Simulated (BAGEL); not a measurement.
# GaH5S (SMILES [SH2+][GaH3-]): RI-MP2/def2-TZVP (density fitting with qzvpp-jkfit)

What is the energy change on altering one bond length of GaH5S at RI-MP2/def2-TZVP (density fitting with qzvpp-jkfit)? 

Program for the calculation: BAGEL 1.2.2.

6 further runs of the same task are left out: 5 that didn't finish, 1 set aside as unsound or not needed.

## Step 1: Starting point

GaH5S has 7 atoms, charge 0, and is taken as a singlet. As SMILES, `[SH2+][GaH3-]`. The shape is that of a PBE0-D4/def2-TZVP optimisation.

Bond lengths: S1–Ga2 2.599 Å, S1–H3 1.343 Å, S1–H4 1.343 Å, Ga2–H5 1.574 Å, Ga2–H6 1.574 Å, Ga2–H7 1.576 Å. Angles: S1–Ga2–H5 94.8°, S1–Ga2–H6 94.9°, S1–Ga2–H7 97.5°, Ga2–S1–H3 97.6°, Ga2–S1–H4 97.6°, H5–Ga2–H6 119.2°, H5–Ga2–H7 118.9°, H6–Ga2–H7 118.9°, H3–S1–H4 92.7°.

## Step 2: A single-point energy at RI-MP2/def2-TZVP (density fitting with qzvpp-jkfit)

Contents of input.json:

```json
{ "bagel" : [

{
  "title" : "molecule",
  "basis" : "def2-tzvp.json",
  "df_basis" : "qzvpp-jkfit",
  "angstrom" : true,
  "geometry" : [
    { "atom" : "S", "xyz" : [      -0.794500,      -1.301600,       0.079900 ] },
    { "atom" : "Ga", "xyz" : [       0.181600,       1.099400,      -0.113700 ] },
    { "atom" : "H", "xyz" : [      -0.081600,      -1.698200,       1.147200 ] },
    { "atom" : "H", "xyz" : [       0.042100,      -1.903600,      -0.781700 ] },
    { "atom" : "H", "xyz" : [      -0.401300,       1.363700,      -1.552200 ] },
    { "atom" : "H", "xyz" : [      -0.587500,       1.657800,       1.141400 ] },
    { "atom" : "H", "xyz" : [       1.702400,       0.714400,       0.033400 ] }
  ]
},

{
  "title" : "hf",
  "charge" : 0
},

{
  "title" : "mp2",
  "charge" : 0,
  "ncore" : 14
}

]}
```

The basis set def2-TZVP is read from a file made from the Basis Set Exchange's data (not shown).

Started as:

```console
$ BAGEL_NUM_THREADS=1 BAGEL input.json > input.out
```

Standard output:

```text
* using 1 threads per process

  ===============================================================
  ===============================================================

  *** Geometry ***

  { "atom" : "S", "xyz" : [     -1.501387,     -2.459668,      0.150989 ] },
  { "atom" : "Ga", "xyz" : [      0.343174,      2.077565,     -0.214862 ] },
  { "atom" : "H", "xyz" : [     -0.154202,     -3.209133,      2.167894 ] },
  { "atom" : "H", "xyz" : [      0.079557,     -3.597283,     -1.477199 ] },
  { "atom" : "H", "xyz" : [     -0.758347,      2.577020,     -2.933233 ] },
  { "atom" : "H", "xyz" : [     -1.110214,      3.132788,      2.156933 ] },
  { "atom" : "H", "xyz" : [      3.217070,      1.350020,      0.063117 ] },

  Number of auxiliary basis functions:      484

  Since a DF basis is specified, we compute 2- and 3-index integrals:
    o Being stored without compression. Storage requirement is 0.051 GB

  Number of basis functions:      115
  Number of electrons      :       52

    * METHOD: MOLECULE                             0.25

  *** RHF ***

  === Nuclear Repulsion ===
   165.2677854440

      * DIIS with orbital gradients will be used.

  === RHF iteration (def2-tzvp.json) ===
      0      -2323.63136451          0.00750026           0.09
      1      -2323.67228045          0.00256456           0.09
      2      -2323.67668266          0.00141566           0.09
      3      -2323.67793976          0.00032951           0.09
      4      -2323.67802004          0.00008883           0.09
      5      -2323.67802887          0.00001401           0.09
      6      -2323.67802913          0.00000325           0.09
      7      -2323.67802914          0.00000109           0.09
      8      -2323.67802914          0.00000028           0.09
      9      -2323.67802914          0.00000008           0.09
     10      -2323.67802914          0.00000003           0.09
     11      -2323.67802914          0.00000001           0.09
     12      -2323.67802914          0.00000000           0.09
    * SCF iteration converged.

    * Permanent dipole moment:
           (    0.010138,     1.304272,    -0.138786) a.u.

    * METHOD: HF                                   1.45

  *** RHF ***

  === Nuclear Repulsion ===
   165.2677854440

      * DIIS with orbital gradients will be used.

  === RHF iteration (def2-tzvp.json) ===
      0      -2323.67802914          0.00000000           0.09
    * SCF iteration converged.

    * Permanent dipole moment:
           (    0.010138,     1.304272,    -0.138786) a.u.

  === DF-MP2 calculation ===

    * freezing 14 orbitals
    * 3-index integral transformation done
    * assembly done

      MP2 correlation energy:   -0.4247237059      0.05

      MP2 total energy:       -2324.1027528472

    * METHOD: MP2                                  0.24

  ===============================================================
```

Run time: 2.1 s. Hardware: 1 thread of Arm Neoverse V2, shared host; peak memory 0.16 GiB.

## Step 3: The distorted shape

Contents of job.json:

```json
{ "bagel" : [

{
  "title" : "molecule",
  "basis" : "def2-tzvp.json",
  "df_basis" : "qzvpp-jkfit",
  "angstrom" : true,
  "geometry" : [
    { "atom" : "S", "xyz" : [   -2.011156,   -0.993596,   -0.037782 ] },
    { "atom" : "Ga", "xyz" : [   -1.035056,    1.407404,   -0.231382 ] },
    { "atom" : "H", "xyz" : [   -1.298256,   -1.390196,    1.029518 ] },
    { "atom" : "H", "xyz" : [   -1.174556,   -1.595596,   -0.899382 ] },
    { "atom" : "H", "xyz" : [   -1.617956,    1.671704,   -1.669882 ] },
    { "atom" : "H", "xyz" : [   -1.804156,    1.965804,    1.023718 ] },
    { "atom" : "H", "xyz" : [    1.702400,    0.714400,    0.033400 ] }
  ]
},
{ "title" : "hf" },
{ "title" : "mp2", "ncore" : 14 }

]}
```

The basis set def2-TZVP is read from a file made from the Basis Set Exchange's data (not shown).

Started as:

```console
$ BAGEL_NUM_THREADS=1 BAGEL job.json > job.out
```

Standard output:

```text
* using 1 threads per process

  ===============================================================
  ===============================================================

  *** Geometry ***

  { "atom" : "S", "xyz" : [     -3.800534,     -1.877624,     -0.071398 ] },
  { "atom" : "Ga", "xyz" : [     -1.955972,      2.659608,     -0.437249 ] },
  { "atom" : "H", "xyz" : [     -2.453348,     -2.627090,      1.945507 ] },
  { "atom" : "H", "xyz" : [     -2.219589,     -3.015239,     -1.699586 ] },
  { "atom" : "H", "xyz" : [     -3.057494,      3.159063,     -3.155620 ] },
  { "atom" : "H", "xyz" : [     -3.409361,      3.714831,      1.934547 ] },
  { "atom" : "H", "xyz" : [      3.217070,      1.350020,      0.063117 ] },

  Number of auxiliary basis functions:      484

  Since a DF basis is specified, we compute 2- and 3-index integrals:
    o Being stored without compression. Storage requirement is 0.051 GB

  Number of basis functions:      115
  Number of electrons      :       52

    * METHOD: MOLECULE                             0.25

  *** RHF ***

  === Nuclear Repulsion ===
   159.9061615517

      * DIIS with orbital gradients will be used.

  === RHF iteration (def2-tzvp.json) ===
      0      -2323.50687203          0.00764426           0.09
      1      -2323.56004603          0.00287439           0.09
      2      -2323.56547130          0.00160098           0.09
      3      -2323.56719307          0.00032969           0.09
      4      -2323.56729121          0.00008792           0.09
      5      -2323.56729919          0.00001862           0.09
      6      -2323.56729966          0.00000395           0.09
      7      -2323.56729968          0.00000114           0.09
      8      -2323.56729968          0.00000034           0.09
      9      -2323.56729968          0.00000011           0.09
     10      -2323.56729968          0.00000004           0.09
     11      -2323.56729968          0.00000002           0.10
     12      -2323.56729968          0.00000001           0.09
    * SCF iteration converged.

    * Permanent dipole moment:
           (    1.589604,     1.103170,    -0.007587) a.u.

    * METHOD: HF                                   1.46

  *** RHF ***

  === Nuclear Repulsion ===
   159.9061615517

      * DIIS with orbital gradients will be used.

  === RHF iteration (def2-tzvp.json) ===
      0      -2323.56729968          0.00000000           0.09
    * SCF iteration converged.

    * Permanent dipole moment:
           (    1.589604,     1.103170,    -0.007587) a.u.

  === DF-MP2 calculation ===

    * freezing 14 orbitals
    * 3-index integral transformation done
    * assembly done

      MP2 correlation energy:   -0.4222820549      0.05

      MP2 total energy:       -2323.9895817379

    * METHOD: MP2                                  0.26

  ===============================================================
```

Wall time 2.1 s (1 thread of Arm Neoverse V2, shared host); peak memory 0.16 GiB.

## Step 4: Summary of results

At RI-MP2/def2-TZVP (density fitting with qzvpp-jkfit), 14 core orbitals frozen:

| quantity | value |
| --- | --- |
| first shape: total energy | -2324.10275 Eh |
| first shape: correlation energy (14 core orbitals frozen) | -424.7 mEh |
| distorted shape: total energy | -2323.98958 Eh |
| distorted shape: correlation energy (14 core orbitals frozen) | -422.3 mEh |
| energy change with the Ga2–H7 bond stretched from 1.576 to 2.836 Å | 3.080 eV |

One bond (distorted shape) is far stretched, which a spin-restricted single reference describes badly; perturbation theory on it can break down and give far too much correlation. With the Ga2–H7 bond stretched from 1.576 to 2.836 Å the energy rises by 3.08 eV (297 kJ/mol). The first shape isn't relaxed at this level, so the change isn't measured from a minimum. A restricted reference can't describe the breaking bond well at this length.
